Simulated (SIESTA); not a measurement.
Crystal: HPbNO4.

```
H Pb N O
1.0
     3.85707    0.00178   -0.03658
     0.17353    4.33436   -0.01647
     0.75803    0.83873    5.87662
H Pb N O
1 1 1 4
Direct
  0.61511 0.89559 0.19844
  0.64597 0.44651 0.91685
  0.71474 0.23810 0.50058
  0.16958 0.47007 0.77768
  0.62919 0.97045 0.49845
  0.56424 0.92583 0.03849
  0.78022 0.42250 0.31951
```

The cell was built by a generator and needn't be a form met in nature.

Program: SIESTA 5.4.2. Alike in all runs: task band structure; level PBE; no spin polarisation; cell as given; k mesh 7 × 6 × 5; smearing fermi-dirac 0.05 eV; grid cutoff 800 Ry; energy shift 0.003 Ry. Hardware: 4 MPI ranks on Intel(R) Xeon(R) Platinum 8488C (Sapphire Rapids), with other jobs on the host.

Task: Order these runs on this cell by their wall time, lowest first.
A. potentials or basis PseudoDojo 0.4 standard (PBE files), SZ (energy shift 0.003 Ry)
B. potentials or basis PseudoDojo 0.4 standard (PBE files), TZDP (energy shift 0.003 Ry; two zetas on semicore shells)
C. potentials or basis PseudoDojo 0.4 standard (PBE files), SZP (energy shift 0.003 Ry)

Result: A (9.9 s), C (25 s), B (93 s).

Caveats: the basis has no polarisation orbitals (some runs).
